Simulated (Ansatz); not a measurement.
**C₂H₄F₂O₂Si: how energies converge with the basis set**

How large a basis does C₂H₄F₂O₂Si need? Two functionals are run in growing sets.

Method: one geometry, several basis sets; program: Ansatz 0.2.0, Gaussian basis.

Levels to be run: PBE0-D4/def2-SVP; ωB97M-V/def2-SVP; PBE0-D4/def2-QZVPP; ωB97M-V/def2-QZVPP; the functionals' def2-TZVPP values are taken from earlier runs.

## (1) Structure used throughout

The geometry comes from an earlier relaxation with PBE0-D4 in a triple-zeta def2 set; it is a stationary point, not always the lowest conformer.

11 atoms, charge 0, spin multiplicity 1.

Atoms are counted from 1 here; the program's logs count them from 0.

Bond lengths: C1–C2 1.490 Å, C1–H8 1.087 Å, C1–H9 1.092 Å, C1–H10 1.092 Å, C2–O3 1.200 Å, C2–O4 1.354 Å, O4–Si5 1.658 Å, Si5–F6 1.578 Å, Si5–F7 1.575 Å, Si5–H11 1.462 Å. Angles: C2–C1–H8 109.9°, C2–C1–H9 109.6°, C2–C1–H10 109.4°, H8–C1–H9 110.4°, H8–C1–H10 110.3°, H9–C1–H10 107.1°, C1–C2–O3 126.3°, C1–C2–O4 112.6°, O3–C2–O4 121.1°, C2–O4–Si5 118.1°, O4–Si5–F6 103.6°, O4–Si5–F7 110.2°, O4–Si5–H11 114.1°, F6–Si5–F7 107.4°, F6–Si5–H11 109.6°, F7–Si5–H11 111.5°.

## (2) PBE0-D4 in def2-SVP

in.yaml

```yaml
crystal:
  periodic: [false, false, false]
  atoms:
    - {symbol: C, position_ang: [0.795435, -0.770262, 1.638726]}
    - {symbol: C, position_ang: [0.551371, -0.390927, 0.218275]}
    - {symbol: O, position_ang: [1.233626, -0.687448, -0.723647]}
    - {symbol: O, position_ang: [-0.565661, 0.359422, 0.064979]}
    - {symbol: Si, position_ang: [-0.951557, 0.880971, -1.461122]}
    - {symbol: F, position_ang: [-2.211889, 1.801322, -1.230470]}
    - {symbol: F, position_ang: [-1.413406, -0.334108, -2.349629]}
    - {symbol: H, position_ang: [1.702730, -1.363749, 1.712754]}
    - {symbol: H, position_ang: [0.879309, 0.131123, 2.249019]}
    - {symbol: H, position_ang: [-0.059214, -1.335689, 2.015650]}
    - {symbol: H, position_ang: [0.104559, 1.652345, -2.114035]}
basis:
  gaussian: {orbitals: def2-SVP}
hamiltonian: {xc: pbe0, dispersion: d4}
output: {orbitals: {seedname: orbitals}}
```

On the command line:

```bash
$ ansatz run in.yaml --threads 2 --pin off --events-out ev --progress --plain --max-ram 32768MiB --backend cpu
```

The runs that follow: ωB97M-V in def2-SVP; PBE0-D4 in def2-QZVPP; ωB97M-V in def2-QZVPP.

Before running them: what should the planned runs give, taken together? Wanted: PBE0-D4: double and triple zeta above quadruple; ωB97M-V: double and triple zeta above quadruple.

The runs gave:

```
                                       quantity           value
PBE0-D4: double and triple zeta above quadruple  18.25, 0.93 eV
ωB97M-V: double and triple zeta above quadruple  18.52, 0.87 eV
```

In words: PBE0-D4 gains 17.32 eV from double to triple zeta, then 0.93 eV more. Total energies overstate the basis error of differences, where much of it tends to cancel.
